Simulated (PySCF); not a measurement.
# C2H4N2SSi: electronic excitations and core binding energies

Aim: predict the electronic excitations and core binding energies of C2H4N2SSi (`[SiH3]c1csnn1`).

Programs: PySCF 2.14.0, with density-fitted response routines of our own. Each step states its level of theory. These are calculated values for one molecule in the gas phase, unless marked as measured. Atoms count from 0, in the outputs and in this text.

### Step 1. The molecule as given

10 atoms, charge 0, multiplicity 1; geometry from: GFN2-xTB.

Bonds of the start (Å): Si0–C1 1.88, C1–C2 1.37, C2–S3 1.71, S3–N4 1.66, N4–N5 1.25, N5–C1 1.35, Si0–H6 1.47, Si0–H7 1.46, Si0–H8 1.46, C2–H9 1.07.

### Step 2. Excited states and response: wB97X-D/def2-SVPD

Job settings and geometry (Å):

```
{"job": {"kind": "uv", "xc": "wB97X-D", "basis": "def2-SVPD", "nstates": 8, "ntriplets": 3}, "charge": 0, "multiplicity": 1}
Si    -1.650342    -0.146085     0.032140
C      0.231207    -0.134994     0.048943
C      1.093125     0.876271    -0.301047
S      2.698478     0.336869    -0.093451
N      2.153117    -1.146944     0.427706
N      0.905660    -1.234716     0.446283
H     -2.072187     1.174958    -0.441642
H     -2.096482    -1.195748    -0.880968
H     -2.120029    -0.384899     1.394675
H      0.866335     1.859943    -0.655166
```

With the program's defaults for keys left out, this is: TDDFT wB97X-D/def2-SVPD, vertical, gas phase, core orbitals frozen in the response.

Started as:

```
> OMP_NUM_THREADS=1 python probes_run.py task.json out
```

This one command runs all jobs of the session in turn.

The program printed:

```text
coarse grid: 10024 points
cycle   1  E = -875.2045502558  dE =  1.086e+00  |g| = 3.117e-01  |ddm| = 4.542e+00
cycle   2  E = -875.2240374071  dE = -1.949e-02  |g| = 2.107e-01  |ddm| = 1.085e+00
cycle   3  E = -875.2327253546  dE = -8.688e-03  |g| = 9.363e-02  |ddm| = 5.659e-01
cycle   4  E = -875.2348420212  dE = -2.117e-03  |g| = 2.259e-02  |ddm| = 1.854e-01
cycle   5  E = -875.2349960262  dE = -1.540e-04  |g| = 7.701e-03  |ddm| = 6.581e-02
cycle   6  E = -875.2350162145  dE = -2.019e-05  |g| = 2.074e-03  |ddm| = 2.288e-02
cycle   7  E = -875.2350187753  dE = -2.561e-06  |g| = 8.301e-04  |ddm| = 7.871e-03
final grid: 89560 points
cycle   8  E = -875.3324339193  dE = -5.990e-05  |g| = 4.964e-03  |ddm| = 1.098e-01
cycle   9  E = -875.3324337701  dE =  1.492e-07  |g| = 5.354e-03  |ddm| = 1.689e-02
cycle  10  E = -875.3324407773  dE = -7.007e-06  |g| = 8.222e-04  |ddm| = 9.865e-03
cycle  11  E = -875.3324409733  dE = -1.960e-07  |g| = 4.330e-04  |ddm| = 2.251e-03
cycle  12  E = -875.3324410469  dE = -7.359e-08  |g| = 1.203e-04  |ddm| = 1.418e-03
cycle  13  E = -875.3324410574  dE = -1.056e-08  |g| = 3.351e-05  |ddm| = 6.168e-04
cycle  14  E = -875.3324410587  dE = -1.291e-09  |g| = 1.970e-05  |ddm| = 1.823e-04
cycle  15  E = -875.3324410589  dE = -1.874e-10  |g| = 9.364e-06  |ddm| = 7.067e-05
converged SCF energy = -875.3324410589

Static polarisability (au): isotropic 79.559, principal 56.896 76.260 105.522

Singlet excitations
state   eV       nm        f      main configurations
  1   4.0994    302.4   0.00138   H->L 0.97
  2   5.5416    223.7   0.02458   H-1->L 0.66, H->L+1 0.22
  3   6.0491    205.0   0.00258   H->L+2 0.91
  4   6.1982    200.0   0.07027   H->L+1 0.36, H-2->L 0.29, H-1->L 0.24
  5   6.4604    191.9   0.00073   H-3->L 0.56, H-1->L+1 0.29
  6   6.4863    191.1   0.00002   H-1->L+1 0.52, H-3->L 0.29
  7   6.6525    186.4   0.04173   H-2->L 0.53, H->L+1 0.26, H-1->L+2 0.11
  8   7.0627    175.5   0.00041   H-2->L+1 0.78

Triplet excitations (Tamm-Dancoff, eV): 3.3930 4.0494 4.7404
```

Wall time 16 s (1 thread of Arm Neoverse V2, shared host); peak memory 0.7 GiB.

The orbitals next to the gap, with their largest atomic shares:

```tsv
orbital	eV	atoms
HOMO−3	-11.63	N4 26 %, C1 23 %, Si0 19 %
HOMO−2	-10.84	S3 35 %, C2 24 %, N5 20 %
HOMO−1	-10.00	C1 26 %, S3 19 %, N4 17 %
HOMO	-9.41	N5 42 %, N4 32 %, S3 14 %
LUMO	0.03	S3 26 %, C2 23 %, N4 23 %
LUMO+1	1.34	S3 67 %, N4 10 %, C2 8 %
LUMO+2	1.68	C1 20 %, Si0 19 %, N5 19 %
```

With each of the 8 states as a Gaussian band of 0.4 eV half-width at 1/e, the curve within the window shown has maxima at 302 nm (ε 56), 197 nm (ε 3,600) L/(mol cm). Beyond the last state computed it falls off for lack of states. The curve at chosen wavelengths:

```
 nm  ε (L/mol/cm)
168            82
175           617
183          1996
190          3094
198          3559
205          2903
212          1946
220          1356
227          1046
235           636
242           321
249           131
257            40
264            17
272            18
279            28
286            40
294            52
301            56
309            53
316            46
323            36
331            25
338            17
346            10
353             6
```

Ground-state properties from the same run:

```tsv
property	computed
dipole moment (D)	3.37
polarisability (Å³)	11.79
HOMO–LUMO gap (eV)	9.44
−ε(HOMO) (eV)	9.41
```

### Step 3. Core holes by ΔSCF: SCAN, X2C

Settings changed since step 2:

```diff
@@ -1,2 +1,2 @@
-{"job": {"kind": "uv", "xc": "wB97X-D", "basis": "def2-SVPD", "nstates": 8, "ntriplets": 3}, "charge": 0, "multiplicity": 1}
+{"job": {"kind": "xps"}, "charge": 0, "multiplicity": 1}
 Si    -1.650342    -0.146085     0.032140
```

With the program's defaults for keys left out, this is: delta-SCF UKS SCAN, pcX-2 on the ionised atom, pcseg-1 elsewhere, spin-free X2C.

The program printed:

```text
ground state, core basis on atom 0 (Si), 154 functions
  cycle   1  E = -877.30834939  |g| = 3.34e-01
  cycle   2  E = -877.20184724  |g| = 6.81e-01
  cycle   3  E = -877.32834984  |g| = 1.86e-01
  cycle   4  E = -877.33613992  |g| = 7.02e-02
  cycle   5  E = -877.33722254  |g| = 2.12e-02
  cycle   6  E = -877.33728988  |g| = 1.59e-02
  cycle   7  E = -877.33735390  |g| = 2.65e-03
  cycle   8  E = -877.33735411  |g| = 6.66e-04
  cycle   9  E = -877.33735491  |g| = 3.26e-04
  E(ground) = -877.35017282 Eh
hole in Si 1s of atom 0
  cycle   1  E = -808.40219147  |g| = 4.35e+00
  cycle   2  E = -806.77713120  |g| = 2.61e+00
  cycle   3  E = -798.71870877  |g| = 3.34e+00
  cycle   4  E = -809.34291056  |g| = 4.42e-01
  cycle   5  E = -809.30659116  |g| = 5.02e-01
  cycle   6  E = -809.43234465  |g| = 2.20e-01
  cycle   7  E = -809.45869852  |g| = 4.62e-02
  cycle   8  E = -809.45869945  |g| = 4.64e-02
  cycle   9  E = -809.45964501  |g| = 7.95e-03
  cycle  10  E = -809.45967015  |g| = 4.12e-03
  cycle  11  E = -809.45967972  |g| = 9.43e-04
  cycle  12  E = -809.45967859  |g| = 4.19e-04
  E(ion) = -809.48082225 Eh   <S^2> = 0.7524   hole on atom = 1.000   binding energy = 1846.819 eV
hole in Si 2p of atom 0
  cycle   1  E = -873.05885766  |g| = 1.23e+00
  cycle   2  E = -871.60474776  |g| = 1.75e+00
  cycle   3  E = -872.78371525  |g| = 1.04e+00
  cycle   4  E = -873.31332393  |g| = 3.46e-01
  cycle   5  E = -873.35252465  |g| = 2.26e-01
  cycle   6  E = -873.37745381  |g| = 9.14e-02
  cycle   7  E = -873.38130609  |g| = 3.77e-02
  cycle   8  E = -873.38198268  |g| = 1.32e-02
  cycle   9  E = -873.38206937  |g| = 3.94e-03
  cycle  10  E = -873.38207940  |g| = 8.61e-04
  cycle  11  E = -873.38207954  |g| = 8.07e-04
  cycle  12  E = -873.38207910  |g| = 2.93e-04
  E(ion) = -873.40649598 Eh   <S^2> = 0.7523   hole on atom = 1.002   binding energy = 107.313 eV
  2p3/2 = 107.094 eV   2p1/2 = 107.717 eV
ground state, core basis on atom 1 (C), 143 functions
  cycle   1  E = -877.24862964  |g| = 6.19e-02
  cycle   2  E = -877.24856397  |g| = 3.16e-02
  cycle   3  E = -877.24830018  |g| = 4.56e-02
  cycle   4  E = -877.24880843  |g| = 1.08e-02
  cycle   5  E = -877.24883646  |g| = 3.30e-03
  cycle   6  E = -877.24883563  |g| = 3.11e-04
  E(ground) = -877.30371892 Eh
hole in C 1s of atom 1
  cycle   1  E = -865.95961221  |g| = 1.53e+00
  cycle   2  E = -864.10183707  |g| = 2.47e+00
  cycle   3  E = -866.16004140  |g| = 8.59e-01
  cycle   4  E = -866.35549686  |g| = 6.20e-01
  cycle   5  E = -866.53885649  |g| = 1.46e-01
  cycle   6  E = -866.54686753  |g| = 4.69e-02
  cycle   7  E = -866.54784996  |g| = 2.63e-02
  cycle   8  E = -866.54822522  |g| = 8.53e-03
  cycle   9  E = -866.54828698  |g| = 4.63e-03
  cycle  10  E = -866.54830953  |g| = 5.11e-03
  cycle  11  E = -866.54833730  |g| = 1.24e-03
  cycle  12  E = -866.54834074  |g| = 4.41e-04
  E(ion) = -866.60216975 Eh   <S^2> = 0.7892   hole on atom = 1.000   binding energy = 291.204 eV
ground state, core basis on atom 2 (C), 143 functions
  cycle   1  E = -877.24636326  |g| = 5.92e-02
  cycle   2  E = -877.24614332  |g| = 3.63e-02
  cycle   3  E = -877.24595367  |g| = 4.45e-02
  cycle   4  E = -877.24642328  |g| = 1.36e-02
  cycle   5  E = -877.24647066  |g| = 1.51e-03
  cycle   6  E = -877.24647066  |g| = 5.38e-04
  cycle   7  E = -877.24647152  |g| = 2.17e-04
  E(ground) = -877.30134588 Eh
hole in C 1s of atom 2
  cycle   1  E = -865.93805047  |g| = 1.52e+00
  cycle   2  E = -864.17991126  |g| = 2.40e+00
  cycle   3  E = -866.17059991  |g| = 8.29e-01
  cycle   4  E = -866.26123975  |g| = 6.92e-01
  cycle   5  E = -866.50358570  |g| = 2.19e-01
  cycle   6  E = -866.51528701  |g| = 1.70e-01
  cycle   7  E = -866.53175129  |g| = 3.90e-02
  cycle   8  E = -866.53232528  |g| = 1.87e-02
  cycle   9  E = -866.53250931  |g| = 4.44e-03
  cycle  10  E = -866.53254971  |g| = 3.04e-03
  cycle  11  E = -866.53256833  |g| = 1.79e-03
  cycle  12  E = -866.53257728  |g| = 8.33e-04
  cycle  13  E = -866.53257668  |g| = 3.00e-04
  E(ion) = -866.58728951 Eh   <S^2> = 0.7943   hole on atom = 1.000   binding energy = 291.544 eV
ground state, core basis on atom 3 (S), 154 functions
  cycle   1  E = -877.39855342  |g| = 4.05e-01
  cycle   2  E = -877.39799208  |g| = 6.20e-02
  cycle   3  E = -877.39498980  |g| = 1.23e-01
  cycle   4  E = -877.39884256  |g| = 2.33e-02
  cycle   5  E = -877.39893808  |g| = 1.24e-02
  cycle   6  E = -877.39898283  |g| = 9.54e-04
  cycle   7  E = -877.39898230  |g| = 2.44e-04
  E(ground) = -877.43917430 Eh
hole in S 1s of atom 3
  cycle   1  E = -785.09413679  |g| = 5.08e+00
  cycle   2  E = -782.80792648  |g| = 3.11e+00
  cycle   3  E = -773.26858170  |g| = 3.62e+00
  cycle   4  E = -786.13506347  |g| = 5.72e-01
  cycle   5  E = -785.83899817  |g| = 9.45e-01
  cycle   6  E = -786.28471447  |g| = 2.32e-01
  cycle   7  E = -786.30676169  |g| = 1.23e-01
  cycle   8  E = -786.31428234  |g| = 1.83e-02
  cycle   9  E = -786.31446252  |g| = 7.29e-03
  cycle  10  E = -786.31448487  |g| = 2.73e-03
  cycle  11  E = -786.31448941  |g| = 7.73e-04
  cycle  12  E = -786.31448992  |g| = 4.35e-04
  E(ion) = -786.34619289 Eh   <S^2> = 0.7521   hole on atom = 1.000   binding energy = 2478.766 eV
hole in S 2p of atom 3
  cycle   1  E = -870.64912410  |g| = 1.53e+00
  cycle   2  E = -868.58603189  |g| = 2.33e+00
  cycle   3  E = -870.24229315  |g| = 1.24e+00
  cycle   4  E = -871.04536433  |g| = 3.28e-01
  cycle   5  E = -871.07692956  |g| = 1.91e-01
  cycle   6  E = -871.09122314  |g| = 9.92e-02
  cycle   7  E = -871.09527249  |g| = 4.17e-02
  cycle   8  E = -871.09605666  |g| = 1.77e-02
  cycle   9  E = -871.09623188  |g| = 2.38e-03
  cycle  10  E = -871.09623485  |g| = 1.16e-03
  cycle  11  E = -871.09623726  |g| = 6.93e-04
  cycle  12  E = -871.09623721  |g| = 5.00e-04
  E(ion) = -871.14229243 Eh   <S^2> = 0.7589   hole on atom = 1.001   binding energy = 171.347 eV
  2p3/2 = 170.799 eV   2p1/2 = 172.035 eV
ground state, core basis on atom 4 (N), 143 functions
  cycle   1  E = -877.26073357  |g| = 7.99e-02
  cycle   2  E = -877.25983713  |g| = 6.37e-02
  cycle   3  E = -877.25975492  |g| = 6.57e-02
  cycle   4  E = -877.26091407  |g| = 2.32e-02
  cycle   5  E = -877.26104391  |g| = 3.23e-03
  cycle   6  E = -877.26104428  |g| = 1.00e-03
  cycle   7  E = -877.26104706  |g| = 5.40e-04
  cycle   8  E = -877.26104748  |g| = 5.34e-05
  E(ground) = -877.31486752 Eh
hole in N 1s of atom 4
  cycle   1  E = -861.60810122  |g| = 1.86e+00
  cycle   2  E = -858.67547841  |g| = 2.95e+00
  cycle   3  E = -861.85297973  |g| = 8.96e-01
  cycle   4  E = -861.88254693  |g| = 8.66e-01
  cycle   5  E = -862.31698305  |g| = 1.89e-01
  cycle   6  E = -862.32941201  |g| = 1.20e-01
  cycle   7  E = -862.33288440  |g| = 9.63e-02
  cycle   8  E = -862.33801825  |g| = 2.14e-02
  cycle   9  E = -862.33825179  |g| = 7.39e-03
  cycle  10  E = -862.33830613  |g| = 4.39e-03
  cycle  11  E = -862.33833723  |g| = 2.27e-03
  cycle  12  E = -862.33834924  |g| = 1.35e-03
  cycle  13  E = -862.33835547  |g| = 7.70e-04
  cycle  14  E = -862.33835809  |g| = 3.41e-04
  E(ion) = -862.39198865 Eh   <S^2> = 0.7957   hole on atom = 1.000   binding energy = 406.072 eV
ground state, core basis on atom 5 (N), 143 functions
  cycle   1  E = -877.25893219  |g| = 7.35e-02
  cycle   2  E = -877.25888470  |g| = 2.03e-02
  cycle   3  E = -877.25849342  |g| = 4.30e-02
  cycle   4  E = -877.25897893  |g| = 7.65e-03
  cycle   5  E = -877.25899083  |g| = 1.58e-03
  cycle   6  E = -877.25899245  |g| = 5.59e-04
  cycle   7  E = -877.25899267  |g| = 2.09e-04
  E(ground) = -877.31273836 Eh
hole in N 1s of atom 5
  cycle   1  E = -861.62128206  |g| = 1.87e+00
  cycle   2  E = -859.86156378  |g| = 2.60e+00
  cycle   3  E = -861.74864053  |g| = 1.01e+00
  cycle   4  E = -861.98138807  |g| = 8.08e-01
  cycle   5  E = -862.30268901  |g| = 2.80e-01
  cycle   6  E = -862.32261128  |g| = 1.89e-01
  cycle   7  E = -862.34183056  |g| = 3.29e-02
  cycle   8  E = -862.34226510  |g| = 1.29e-02
  cycle   9  E = -862.34234758  |g| = 6.00e-03
  cycle  10  E = -862.34237165  |g| = 2.48e-03
  cycle  11  E = -862.34237899  |g| = 1.19e-03
  cycle  12  E = -862.34238641  |g| = 6.23e-04
  cycle  13  E = -862.34238741  |g| = 3.11e-04
  E(ion) = -862.39490563 Eh   <S^2> = 0.7766   hole on atom = 1.000   binding energy = 405.935 eV
```

Wall time 44 s (1 thread of Arm Neoverse V2, shared host); peak memory 0.5 GiB.

The holes in one table. −ε is the ground-state orbital energy:

```tsv
hole	stands for	environment	ΔSCF (eV; 2p as the shell's mean)	−ε (eV)	⟨S²⟩
Si1s on Si0	Si0	silicon bonded to C, 3 H	1846.82	1793.6	0.752
Si2p on Si0	Si0	silicon bonded to C, 3 H	107.30	96.5	0.752
C1s on C1	C1	substituted aromatic carbon next to a ring nitrogen	291.20	274.8	0.789
C1s on C2	C2	aromatic CH next to the ring sulfur	291.54	275.4	0.794
S1s on S3	S3	aromatic ring sulfur	2478.77	2416.8	0.752
S2p on S3	S3	aromatic ring sulfur	171.21	159.8	0.759
N1s on N4	N4	pyridine-type nitrogen of an azole	406.07	387.7	0.796
N1s on N5	N5	pyridine-type nitrogen of an azole	405.93	387.3	0.777
```

With the spin-orbit splitting: Si0 2p3/2 107.09, 2p1/2 107.72 eV; S3 2p3/2 170.80, 2p1/2 172.04 eV. The table gives each 2p level as the mean over the whole 2p shell (two parts 2p3/2, one part 2p1/2), which differs a little from the single hole in the log.

### Step 4. What came out

```
                                quantity                        value
      lowest singlet (wB97X-D/def2-SVPD)  4.10 eV (302 nm), f = 0.001
brightest single state of those computed  state 4, 6.20 eV, f = 0.070
                          lowest triplet                      3.39 eV
        C1s binding energies, SCAN/pcX-2      C2 291.54, C1 291.20 eV
        N1s binding energies, SCAN/pcX-2      N4 406.07, N5 405.93 eV
       Si1s binding energies, SCAN/pcX-2               Si0 1846.82 eV
       Si2p binding energies, SCAN/pcX-2                Si0 107.30 eV
        S1s binding energies, SCAN/pcX-2                S3 2478.77 eV
        S2p binding energies, SCAN/pcX-2                 S3 171.21 eV
```

What this shows: The lowest singlet, at 4.10 eV, is HOMO→LUMO 0.97 and is weak; of the 8 states computed, the strongest absorption comes from state 4 at 6.20 eV. The lowest triplet lies 0.71 eV below the lowest singlet (triplets in Tamm-Dancoff, singlets in full TDDFT). C2 (aromatic CH next to the ring sulfur) binds its C1s electron 0.34 eV more tightly than C1 (substituted aromatic carbon next to a ring nitrogen). N4 (pyridine-type nitrogen of an azole) binds its N1s electron 0.14 eV more tightly than N5 (pyridine-type nitrogen of an azole).
